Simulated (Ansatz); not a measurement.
# C3H8Te: basis-set convergence

The task here is to estimate one member of a computed series from the others.

Computed with Ansatz 0.2.0, Gaussian basis. Level: one geometry, several basis sets.

Plan: PBE0-D4/def2-SVP; ωB97M-V/def2-SVP; PBE0-D4/def2-QZVPP; ωB97M-V/def2-QZVPP; the functionals' def2-TZVPP values are taken from earlier runs.

### The relaxed structure

All runs share one geometry, relaxed beforehand with PBE0-D4 in a triple-zeta def2 set. Te takes the def2 core potential; no spin-orbit term is included.

12 atoms, charge 0, spin multiplicity 1.

Atoms are counted from 1 here; the program's logs count them from 0.

Bond lengths: C1–C2 1.516 Å, C1–H5 1.092 Å, C1–H6 1.094 Å, C1–H7 1.095 Å, C2–C3 1.513 Å, C2–Te4 2.171 Å, C2–H8 1.091 Å, C3–H9 1.093 Å, C3–H10 1.091 Å, C3–H11 1.097 Å, Te4–H12 1.659 Å. Angles: C2–C1–H5 112.2°, C2–C1–H6 111.3°, C2–C1–H7 109.8°, H5–C1–H6 108.2°, H5–C1–H7 107.8°, H6–C1–H7 107.5°, C1–C2–C3 112.6°, C1–C2–Te4 107.5°, C1–C2–H8 109.7°, C3–C2–Te4 111.6°, C3–C2–H8 110.4°, Te4–C2–H8 104.6°, C2–C3–H9 111.1°, C2–C3–H10 112.0°, C2–C3–H11 109.8°, H9–C3–H10 107.9°, H9–C3–H11 108.0°, H10–C3–H11 107.8° and more.

As a file:

| atom | x (Å) | y (Å) | z (Å) |
| --- | --- | --- | --- |
| C1 | -0.01777 | 0.78404 | -1.23574 |
| C2 | 0.06214 | -0.33664 | -0.21721 |
| C3 | 0.59668 | 0.13023 | 1.11948 |
| Te4 | -1.92463 | -1.19240 | -0.03069 |
| H5 | -0.37694 | 0.43408 | -2.20596 |
| H6 | -0.68038 | 1.58414 | -0.89374 |
| H7 | 0.97514 | 1.22067 | -1.38450 |
| H8 | 0.67640 | -1.14848 | -0.60986 |
| H9 | -0.03975 | 0.90870 | 1.54694 |
| H10 | 0.66131 | -0.68518 | 1.84184 |
| H11 | 1.60313 | 0.54674 | 0.99185 |
| H12 | -1.45833 | -2.30089 | 1.11158 |

The first run:

Contents of in.yaml:

```yaml
crystal:
  periodic: [false, false, false]
  atoms:
    - {symbol: C, position_ang: [-0.017773, 0.784036, -1.235738]}
    - {symbol: C, position_ang: [0.062144, -0.336643, -0.217212]}
    - {symbol: C, position_ang: [0.596681, 0.130225, 1.119478]}
    - {symbol: Te, position_ang: [-1.924626, -1.192401, -0.030685]}
    - {symbol: H, position_ang: [-0.376942, 0.434085, -2.205958]}
    - {symbol: H, position_ang: [-0.680377, 1.584139, -0.893740]}
    - {symbol: H, position_ang: [0.975136, 1.220673, -1.384495]}
    - {symbol: H, position_ang: [0.676399, -1.148480, -0.609861]}
    - {symbol: H, position_ang: [-0.039755, 0.908696, 1.546936]}
    - {symbol: H, position_ang: [0.661313, -0.685177, 1.841841]}
    - {symbol: H, position_ang: [1.603128, 0.546736, 0.991854]}
    - {symbol: H, position_ang: [-1.458328, -2.300890, 1.111578]}
basis:
  gaussian: {orbitals: def2-SVP}
hamiltonian: {xc: pbe0, dispersion: d4}
output: {orbitals: {seedname: orbitals}}
```

On the command line:

```sh
ansatz run in.yaml --threads 4 --pin off --events-out ev --progress --plain --max-ram 10444MiB
```

Steps of the session up to this table: PBE0-D4 in def2-SVP; ωB97M-V in def2-SVP; PBE0-D4 in def2-QZVPP; ωB97M-V in def2-QZVPP.

One of the session's tables, all rows but one given; the rest of the session is left out.

It belongs to the step «Density functionals: the series». 

| functional | basis | HOMO (eV) |
| --- | --- | --- |
| PBE0-D4 | def2-SVP | -5.89 |
| PBE0-D4 | def2-TZVPP | -6.01 |
| PBE0-D4 | def2-QZVPP | -6.03 |
| ωB97M-V | def2-SVP | -8.00 |
| ωB97M-V | def2-TZVPP | -8.14 |
| ωB97M-V | def2-QZVPP | ? |

Q: Estimate the row for ωB97M-V, def2-QZVPP from the others.

**Answer.** HOMO (eV): -8.16. In the column «HOMO (eV)» it is the lowest.
